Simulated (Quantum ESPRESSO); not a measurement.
**InSb3 under changes of volume**

One of the cells (27.758 Å³/atom); the others are scaled copies at fixed shape and fractional positions:

```
Sb In
1.0
     4.80637    0.00000    0.00000
     0.00000    4.80637    0.00000
     0.00000    0.00000    4.80637
Sb In
3 1
Direct
  0.50000 0.50000 0.00000
  0.00000 0.50000 0.50000
  0.50000 0.00000 0.50000
  0.00000 0.00000 0.00000
```

The cell comes from a database or a generator and needn't be the stable form of this composition.

- Program: Quantum ESPRESSO 7.5
- Functional: PBEsol
- Potentials or basis: GBRV 1.5 PBEsol
- Cutoff: 762 eV
- Density cutoff: 6095 eV
- k mesh: 6 × 6 × 6
- Occupations: fermi-dirac, width 0.05 eV
- Spin: no spin polarisation

```csv
volume (Å³/atom),energy over the lowest point (meV/atom),pressure (GPa)
26.093,?,?
26.648,0.00,-0.5
27.203,3.66,-1.7
27.758,11.05,-2.7
28.313,21.75,-3.5
28.868,35.36,-4.3
29.424,51.43,-5.0
```

Task: What does the run at 26.093 Å³/atom give?

Result: Energy over the lowest point 0.52 meV/atom; pressure 0.7 GPa.

Worked out: A Birch-Murnaghan fit of order 3 (a polynomial in V^(-2/3)) to the other rows has its minimum at 26.45 Å³/atom, just outside them, with B0 = V·E''(V) = 62 GPa and B' = 5.5. It gives 0.69 meV/atom at 26.093 Å³/atom, against the run's 0.52, and -dE/dV = 0.9 GPa, against 0.7.

Energies are extrapolated to zero smearing.
